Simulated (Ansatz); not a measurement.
# LiMg: the cost of one run

Method: DFT PBEsol, scalar-relativistic, plane waves, PAW, in Ansatz 0.2.0.

### 1 The structure to begin with

The structure is trigonal, space group R-3m (No. 166). The conventional cell has a = 3.092 Å, b = 3.092 Å, c = 15.243 Å, α = 90.00°, β = 90.00°, γ = 120.00°. Li (site symmetry -3m) has 6 Li at 3.09 Å and 6 Mg at 3.10 Å as nearest neighbours. Around Mg (site symmetry -3m) lie 6 Mg at 3.09 Å and 6 Li at 3.10 Å.

Structure file:

```
Li Mg
1.0
     1.54575    0.89244    5.08105
    -1.54575    0.89244    5.08105
     0.00000   -1.78488    5.08105
Li Mg
1 1
Direct
  0.00000 0.00000 0.00000
  0.50000 0.50000 0.50000
```

The structure comes from the Materials Project (structure only).

(A quick probe on a coarse mesh, which set the mesh and smearing, is not shown.)

### 3 Full relaxation

input.yaml reads:

```yaml
crystal:
  lattice:
    - [1.5457510101, 0.8924397618, 5.0810520986]
    - [-1.5457510101, 0.8924397618, 5.0810520986]
    - [0.0, -1.7848795236, 5.0810520986]
  atoms:
    - { symbol: Li, position: [0.0, 0.0, 0.0] }
    - { symbol: Mg, position: [0.5, 0.5, 0.5] }
basis:
  ecutwfc: 420
kpoints:
  mp_grid: { grid: [15, 15, 15] }
hamiltonian:
  xc: pbesol
scf:
  occupations: { method: gaussian, width: 0.1 }
output:
  forces: true
  stress: true
  eigenvalues: true
relax:
  adjacent_minimum: "off"
  f_tol: 0.005
  max_steps: 80
  cell: { stress_tol: 0.05 }
```

**Question.** How long does this run take on 1 thread of an Arm CPU, shared host, and how much memory does it need?

About 58 s, with a peak of 0.44 GiB.
